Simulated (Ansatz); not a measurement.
# Ni (fcc type): the cost of one run

Method: DFT, PBE, PAW with Ansatz's default frozen-core files, scalar-relativistic, in Ansatz 0.2.0.

## (1) Starting point

It takes space group Fm-3m (No. 225, cubic). Conventional cell: a = 3.519 Å, b = 3.519 Å, c = 3.519 Å, α = 90.00°, β = 90.00°, γ = 90.00°. Ni (site symmetry m-3m) is surrounded by 12 Ni at 2.49 Å.

As a file:

```cif
data_structure
_symmetry_space_group_name_H-M 'P 1'
_symmetry_Int_Tables_number 1
_cell_length_a 2.4886
_cell_length_b 2.4886
_cell_length_c 2.4886
_cell_angle_alpha 60.000
_cell_angle_beta 60.000
_cell_angle_gamma 60.000
_cell_volume 10.90
loop_
_atom_site_label
_atom_site_type_symbol
_atom_site_fract_x
_atom_site_fract_y
_atom_site_fract_z
_atom_site_occupancy
Ni1 Ni 0.00000 0.00000 0.00000 1
```

## (2) Bulk cell relaxed, PAW

File input.yaml:

```yaml
crystal:
  lattice:
    - [0.0, 1.7597012234, 1.7597012234]
    - [1.7597012234, 0.0, 1.7597012234]
    - [1.7597012234, 1.7597012234, 0.0]
  atoms:
    - { symbol: Ni, position: [0.0, 0.0, 0.0], spin: 1.0 }
magnetization:
  spin_polarized: true
kpoints:
  mp_grid: { grid: [21, 21, 21] }
scf:
  occupations: { method: fermi_dirac, width: 0.1 }
hamiltonian:
  xc: pbe
  pseudopotentials: { kind: paw }
output:
  forces: true
  stress: true
relax:
  f_tol: 0.005
  max_steps: 40
  cell: {}
```

Started as:

```bash
$ ansatz run input.yaml --threads 3 --pin off --max-ram 9216MiB --backend cpu --events-out ev --progress --plain --runs-dir out
```

Q: Estimate wall time and peak memory on 3 threads of Intel Xeon Platinum 8488C (Sapphire Rapids), shared host.

About 9.1 s, with a peak of 0.41 GiB.
